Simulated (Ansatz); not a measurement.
# CH₄BLiSi (SMILES [Li][B]=C[SiH3]): functionals against CCSD(T) at one geometry

One table from this session's results is given with a row withheld; the runs are named, their logs left out.

Computed with Ansatz 0.2.0, Gaussian basis. Level: single points in def2-TZVPP.

Correlated methods freeze the cores. The outer core shell of Li, Na, Mg and K is correlated.

### Where the work starts

SMILES `[Li][B]=C[SiH3]`, 8 atoms, charge 0, spin multiplicity 1.

Atoms are counted from 1 here; the program's logs count them from 0.

Bond lengths: Li1–B2 2.196 Å, B2–C3 1.406 Å, C3–Si4 1.800 Å, C3–H5 1.086 Å, Si4–H6 1.491 Å, Si4–H7 1.568 Å, Si4–H8 1.588 Å. Angles: Li1–B2–C3 174.9°, B2–C3–Si4 118.9°, B2–C3–H5 116.8°, Si4–C3–H5 122.5°, C3–Si4–H6 108.3°, C3–Si4–H7 118.3°, C3–Si4–H8 114.4°, H6–Si4–H7 105.3°, H6–Si4–H8 106.8°, H7–Si4–H8 102.8°.

As a file:

```xyz
8

Li   -1.8221    2.6951    1.6972
B    -0.4985    1.5334    0.3859
C     0.3686    0.7131   -0.3569
Si    0.2388   -1.0734   -0.1827
H     0.9071    1.1826   -1.1743
H    -0.1027   -1.6495   -1.5153
H     1.5023   -1.8659    0.3000
H    -0.8867   -1.5550    0.8291
```

Set-up of the first run:

run/in.yaml reads:

```yaml
crystal:
  periodic: [false, false, false]
  atoms:
    - {symbol: Li, position_ang: [-1.822121, 2.695085, 1.697228]}
    - {symbol: B, position_ang: [-0.498489, 1.533356, 0.385903]}
    - {symbol: C, position_ang: [0.368596, 0.713091, -0.356898]}
    - {symbol: Si, position_ang: [0.238807, -1.073415, -0.182711]}
    - {symbol: H, position_ang: [0.907072, 1.182644, -1.174252]}
    - {symbol: H, position_ang: [-0.102738, -1.649451, -1.515258]}
    - {symbol: H, position_ang: [1.502288, -1.865942, 0.299955]}
    - {symbol: H, position_ang: [-0.886742, -1.554973, 0.829114]}
basis:
  gaussian: {orbitals: def2-TZVPP}
hamiltonian: {xc: pbe, dispersion: d4}
output: {forces: true}
```

The run is started by

```bash
$ ansatz run in.yaml --threads 2 --pin off --events-out ev --progress --plain --max-ram 3481MiB
```

Steps of the session up to this table: PBE-D4/def2-TZVPP; r2SCAN-D4/def2-TZVPP; PBE0-D4/def2-TZVPP; wB97M-V/def2-TZVPP; CCSD(T)/def2-TZVPP.

One table of the session follows, with a row left open; its other results are not shown here.

| method | RMS force component (eV/Å) | angle to CCSD(T) forces (°) | dipole (D) |
| --- | --- | --- | --- |
| PBE-D4 | 0.540 | 12.7 | 8.24 |
| r2SCAN-D4 | 0.557 | 13.0 | 8.57 |
| PBE0-D4 | 0.562 | 14.9 | 8.58 |
| wB97M-V | ? | ? | ? |
| CCSD(T) | 0.613 | reference | 8.74 |

**Question.** Estimate the row for wB97M-V.

As computed: RMS force component (eV/Å): 0.618; angle to CCSD(T) forces (°): 17.9; dipole (D): 8.76. In the column «RMS force component (eV/Å)» it is the highest.
